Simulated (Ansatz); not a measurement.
# Si4Mo2N: the cost of one run

Computed with Ansatz 0.2.0 (DFT PBE, scalar-relativistic, plane waves, PAW, unless a step's input says otherwise).

2 further runs of the same task are left out: 2 set aside as unsound or not needed. Runs told in other sessions of the task aren't counted.

## Step 1: The starting structure

It takes space group Pmm2 (No. 25, orthorhombic). The conventional cell has a = 3.217 Å, b = 3.217 Å, c = 21.879 Å, α = 90.00°, β = 90.00°, γ = 90.00°. Around Si (site symmetry mm2) lie 1 Si at 2.60 Å and 4 Mo at 2.62 Å. Mo (site symmetry mm2) is surrounded by 9 Si at 2.56 to 2.62 Å. Si (site symmetry mm2) has 5 Mo at 2.58 to 2.62 Å and 5 Si at 2.60 Å in its first shell of neighbours. Around Si (site symmetry mm2) lie 5 Si at 2.52 to 2.60 Å and 5 Mo at 2.56 to 2.63 Å. Mo (site symmetry mm2) is surrounded by 2 N at 2.24 Å and 9 Si at 2.57 to 2.63 Å. Around Si (site symmetry mm2) lie 2 N at 1.65 Å and 1 Si at 2.52 Å and 4 Mo at 2.57 Å. Around N (site symmetry mm2) lie 2 Si at 1.65 Å and 2 Mo at 2.24 Å.

Structure file:

```
Si Mo N
1.0
     3.21697    0.00000    0.00000
     0.00000    3.21697    0.00000
     0.00000    0.00000   21.87880
Si Mo N
4 2 1
Direct
  0.00000 0.00000 0.18283
  0.00000 0.00000 0.30151
  0.50000 0.50000 0.35937
  0.50000 0.50000 0.47438
  0.50000 0.50000 0.24217
  0.00000 0.00000 0.41929
  0.50000 0.00000 0.49083
```

This is the geometry of the first run shown, built on a cell relaxed beforehand with the same method.

## Step 2: The scan

Atoms count from 1 in the order of the input.

N is moved over the surface cell; relaxed at each place: the height of the adsorbate's atoms and the top layer of the substrate; the origin of the map has the adsorbate above Si6.

First coordinate, position of N7 along the first surface vector, from above Si6: 8 values from 0.000 to 0.875, periodic. Second coordinate, position of N7 along the second surface vector, from above Si6: 8 values from 0.000 to 0.875, periodic.

Relaxed at each point: the height of the adsorbate's atoms and the top layer of the substrate. Points are written as (first, second).

The two vectors of the plane (Å): (3.217, 0.000, 0.000); (0.000, 3.217, 0.000).

## Step 3: The run at (0/8, 4/8) of the map's two axes

File input.yaml:

```yaml
crystal:
  lattice:
    - [3.2169717406, 0.0, 0.0]
    - [0.0, 3.2169717406, 0.0]
    - [0.0, 0.0, 21.8787970309]
  atoms:
    - { symbol: Si, position: [0.0, 0.0, 0.1828254083] }
    - { symbol: Mo, position: [0.5, 0.5, 0.2421667771] }
    - { symbol: Si, position: [0.0, 0.0, 0.301508146] }
    - { symbol: Si, position: [0.5, 0.5, 0.359365994] }
    - { symbol: Mo, position: [0.0, 0.0, 0.4192862009] }
    - { symbol: Si, position: [0.5, 0.5, 0.4743769512] }
    - { symbol: "N", position: [0.5, 1.0, 0.4908312379] }
basis:
  ecutwfc: 420
kpoints:
  mp_grid: { grid: [8, 8, 1] }
hamiltonian:
  xc: pbe
  pseudopotentials: { kind: paw, azcp: { folder: soft_1 } }
scf:
  occupations: { method: gaussian, width: 0.1 }
output:
  forces: true
  eigenvalues: true
relax:
  adjacent_minimum: "off"
  f_tol: 0.025
  max_steps: 30
  constraints: [{ sites: [0, 1, 2, 3, 4] }, { sites: [6], fix: xy }]
efield:
  axis: 3
  dipole_correction: true
  ramp_width: 0.04
```

Started as:

```bash
ansatz run input.yaml --threads 1 --pin off --max-ram 3072MiB --backend cpu --events-out ev --progress --plain --runs-dir out
```

**Question.** How long does this run take on 1 thread of Arm Neoverse V1, shared host, and how much memory does it need?

About 2.1 min, with a peak of 0.47 GiB.
